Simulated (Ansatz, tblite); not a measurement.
# Cis-[IrF2(NH3)4]+ (F2H12IrN4+): a ladder of methods and basis sets

An exercise on one series of results from a longer session: the logs are not shown, and one member is left open.

Computed with Ansatz 0.2.0, Gaussian basis. Level: as each input shows.

The runs, in order: GFN1-xTB, GFN2-xTB, PBE-D4/def2-TZVP, r2SCAN-D4/def2-TZVP, HSE06-D4/def2-TZVP, r2SCANh-D4/def2-TZVP, r2SCAN0-D4/def2-TZVP, PBE-D4/def2-SVP, PBE0-D4/def2-SVP, MP2/def2-TZVP, RPA/def2-TZVP.

2 further runs of the same task are left out: 2 set aside as unsound or not needed.

## The geometry

The geometry is that of the singlet, from an earlier relaxation (r2SCAN-D4/def2-SVP).

19 atoms, charge 1, spin multiplicity 1.

Bond lengths: F1–Ir3 1.970 Å, F2–Ir3 1.970 Å, Ir3–N4 2.105 Å, Ir3–N5 2.105 Å, Ir3–N6 2.082 Å, Ir3–N7 2.082 Å, N4–H8 1.033 Å, N4–H9 1.024 Å, N4–H10 1.024 Å, N5–H11 1.033 Å, N5–H12 1.024 Å, N5–H13 1.024 Å, N6–H14 1.029 Å, N6–H15 1.029 Å, N6–H16 1.024 Å, N7–H17 1.024 Å, N7–H18 1.029 Å, N7–H19 1.029 Å. Angles: F1–Ir3–F2 97.3°, F1–Ir3–N4 175.5°, F1–Ir3–N5 78.2°, F1–Ir3–N6 84.5°, F1–Ir3–N7 84.4°, F2–Ir3–N4 78.2°, F2–Ir3–N5 175.5°, F2–Ir3–N6 84.4°, F2–Ir3–N7 84.5°, N4–Ir3–N5 106.4°, N4–Ir3–N6 95.1°, N4–Ir3–N7 95.1°, N5–Ir3–N6 95.1°, N5–Ir3–N7 95.0°, N6–Ir3–N7 163.1°, Ir3–N4–H8 100.9°, Ir3–N4–H9 117.5°, Ir3–N4–H10 117.4° and more.

Ir takes a core potential in the def2 sets. No spin-orbit coupling is included. The ion is computed in the gas phase, without counter-ions or solvent.

PBE0-D4/def2-TZVP was run before; its log isn't repeated, and its numbers join the tables.

Set-up of the first run:

Tight binding, by tblite at 300 K electronic temperature and without a spin-polarisation term:

```python
tblite.interface.Calculator('GFN1-xTB', numbers, positions, charge=1, uhf=0).singlepoint()
```

Tight binding, by tblite at 300 K electronic temperature and without a spin-polarisation term:

```python
tblite.interface.Calculator('GFN2-xTB', numbers, positions, charge=1, uhf=0).singlepoint()
```

start.molden holds the orbitals of an earlier run on this state, given as this run's starting guess.

in.yaml

```yaml
crystal:
  periodic: [false, false, false]
  atoms:
    - {symbol: F, position_ang: [0.068352, -0.027634, 2.157853]}
    - {symbol: F, position_ang: [2.158188, 0.000807, 0.064574]}
    - {symbol: Ir, position_ang: [0.191937, -0.002312, 0.191518]}
    - {symbol: N, position_ang: [0.490231, 0.023622, -1.892268]}
    - {symbol: N, position_ang: [-1.891544, -0.006697, 0.493048]}
    - {symbol: N, position_ang: [0.408469, 2.053765, 0.433261]}
    - {symbol: N, position_ang: [0.408959, -2.063633, 0.382955]}
    - {symbol: H, position_ang: [1.521970, 0.025337, -1.942765]}
    - {symbol: H, position_ang: [0.161922, 0.846237, -2.405949]}
    - {symbol: H, position_ang: [0.164781, -0.788050, -2.424906]}
    - {symbol: H, position_ang: [-1.940398, -0.020229, 1.524774]}
    - {symbol: H, position_ang: [-2.415656, -0.819072, 0.155834]}
    - {symbol: H, position_ang: [-2.414949, 0.815148, 0.178292]}
    - {symbol: H, position_ang: [1.412210, 2.222378, 0.279215]}
    - {symbol: H, position_ang: [0.250974, 2.210290, 1.438329]}
    - {symbol: H, position_ang: [-0.119373, 2.758699, -0.088364]}
    - {symbol: H, position_ang: [-0.122709, -2.755789, -0.151742]}
    - {symbol: H, position_ang: [0.255050, -2.241959, 1.385059]}
    - {symbol: H, position_ang: [1.411607, -2.230898, 0.221262]}
basis:
  gaussian: {orbitals: def2-TZVP, initial_orbitals: start.molden}
total_charge: 1
hamiltonian: {xc: pbe, dispersion: d4}
scf: {omitted_lower_state_checks: [starts]}
output: {forces: true, orbitals: {seedname: orbitals}}
```

Run with:

```
$ ansatz run in.yaml --threads 4 --pin off --events-out ev --progress --plain --max-ram 4787MiB
```

Among the steps run: PBE-D4/def2-TZVP; r2SCAN-D4/def2-TZVP; HSE06-D4/def2-TZVP; r2SCANh-D4/def2-TZVP; r2SCAN0-D4/def2-TZVP; PBE-D4/def2-SVP; PBE0-D4/def2-SVP; MP2/def2-TZVP; RPA/def2-TZVP.

One of the session's tables, all rows but one given; the rest of the session is left out.

| level | HOMO (eV) | LUMO (eV) | gap (eV) |
| --- | --- | --- | --- |
| PBE-D4/def2-SVP | -8.43 | -4.76 | 3.67 |
| PBE-D4/def2-TZVP | -8.55 | -4.96 | 3.59 |
| r2SCAN-D4/def2-TZVP | -8.84 | -4.70 | 4.13 |
| r2SCANh-D4/def2-TZVP | -9.48 | -4.29 | 5.19 |
| PBE0-D4/def2-SVP | ? | ? | ? |
| PBE0-D4/def2-TZVP | -10.22 | -4.12 | 6.10 |
| r2SCAN0-D4/def2-TZVP | -10.46 | -3.70 | 6.76 |
| HSE06-D4/def2-TZVP | -9.81 | -4.49 | 5.32 |

Q: Estimate the row for PBE0-D4/def2-SVP from the others.

As computed: HOMO (eV): -10.16; LUMO (eV): -3.67; gap (eV): 6.49. In the column «HOMO (eV)» it lies between PBE0-D4/def2-TZVP (-10.22) and HSE06-D4/def2-TZVP (-9.81).
